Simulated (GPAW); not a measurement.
Crystal: Ti3S2.

```xyz
5
Lattice="2.7131 1.5664 3.2376 -2.7131 1.5664 3.2376 0.0000 -3.1328 3.2376" Properties=species:S:1:pos:R:3 pbc="T T T"
Ti   -0.9107   -1.5555    3.2376
Ti    1.8024   -0.0109    3.2376
Ti   -0.8918    1.5664    3.2376
S     0.0000    0.0000    1.6302
S     0.0000    0.0000    8.0827
```

The cell comes from a database or a generator and needn't be the stable form of this composition.

Base run:

```yaml
Program: GPAW 26.7.0
Functional: PBEsol
Potentials_or_basis: PAW data sets generated in the run's folder for this functional
Cutoff: 600 eV
Basis: pw
k_mesh: 6 × 6 × 6
Occupations: fermi-dirac, width 0.05 eV
Spin: no spin polarisation
Hubbard_terms: Ti d U = 3 eV
```

Its results: pressure -1.6 GPa; largest force 0.027 eV/Å.

The run is repeated on the same cell with these changes: hubbard terms from Ti d U = 3 eV to none. What comes out?

Pressure -4.4 GPa; largest force 0.028 eV/Å.

Caveats: U without spin polarisation on a metal has little footing (some runs).
